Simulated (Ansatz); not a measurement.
**Cl2F2Ga2H2: basis-set convergence**

One table from this session's results is given with a row withheld; the runs are named, their logs left out.

Program: Ansatz 0.2.0, Gaussian basis. Level of theory: one geometry, several basis sets. These are calculated values, not measurements.

Plan: PBE0-D4/def2-SVP; ωB97M-V/def2-SVP; PBE0-D4/def2-QZVPP; ωB97M-V/def2-QZVPP; the functionals' def2-TZVPP values are taken from earlier runs.

### Structure used throughout

An earlier PBE0-D4 in a triple-zeta def2 set relaxation fixed the geometry.

SMILES `[Cl][Ga@H-]1[F+][Ga@@H-]([Cl])[F+]1`, 8 atoms, charge 0, spin multiplicity 1.

Atoms are counted from 1 here; the program's logs count them from 0.

Bond lengths: Cl1–Ga2 2.121 Å, Ga2–F3 1.929 Å, Ga2–F6 1.929 Å, Ga2–H7 1.540 Å, F3–Ga4 1.929 Å, Ga4–Cl5 2.121 Å, Ga4–F6 1.929 Å, Ga4–H8 1.540 Å. Angles: Cl1–Ga2–F3 107.0°, Cl1–Ga2–F6 107.0°, Cl1–Ga2–H7 129.7°, F3–Ga2–F6 79.1°, F3–Ga2–H7 111.3°, F6–Ga2–H7 111.3°, Ga2–F3–Ga4 100.9°, F3–Ga4–Cl5 107.0°, F3–Ga4–F6 79.1°, F3–Ga4–H8 111.3°, Cl5–Ga4–F6 107.0°, Cl5–Ga4–H8 129.7°, F6–Ga4–H8 111.3°, Ga2–F6–Ga4 100.9°.

Set-up of the first run:

The input, in.yaml:

```yaml
crystal:
  periodic: [false, false, false]
  atoms:
    - {symbol: Cl, position_ang: [0.088297, 2.320323, 1.714231]}
    - {symbol: Ga, position_ang: [1.093120, 0.852173, 0.559011]}
    - {symbol: F, position_ang: [0.085158, 0.628596, -1.070400]}
    - {symbol: Ga, position_ang: [-0.866283, -1.005180, -0.687578]}
    - {symbol: Cl, position_ang: [-2.845203, -0.460363, -0.152127]}
    - {symbol: F, position_ang: [0.216067, -0.831793, 0.899685]}
    - {symbol: H, position_ang: [2.600560, 0.656843, 0.314093]}
    - {symbol: H, position_ang: [-0.371706, -2.160599, -1.576915]}
basis:
  gaussian: {orbitals: def2-SVP}
hamiltonian: {xc: pbe0, dispersion: d4}
output: {orbitals: {seedname: orbitals}}
```

Launch:

```sh
> ansatz run in.yaml --threads 4 --pin off --events-out ev --progress --plain --max-ram 10444MiB
```

Among the steps run: PBE0-D4 in def2-SVP; ωB97M-V in def2-SVP; PBE0-D4 in def2-QZVPP; ωB97M-V in def2-QZVPP.

One of the session's tables, all rows but one given; the rest of the session is left out.

It belongs to the step «Functionals by basis». 

```
functional       basis  HOMO (eV)
   PBE0-D4    def2-SVP      -9.01
   PBE0-D4  def2-TZVPP      -9.11
   PBE0-D4  def2-QZVPP      -9.13
   ωB97M-V    def2-SVP     -11.22
   ωB97M-V  def2-TZVPP     -11.38
   ωB97M-V  def2-QZVPP          ?
```

Q: Estimate the row for ωB97M-V, def2-QZVPP from the others.

**Answer.** HOMO (eV): -11.41. In the column «HOMO (eV)» it is the lowest.
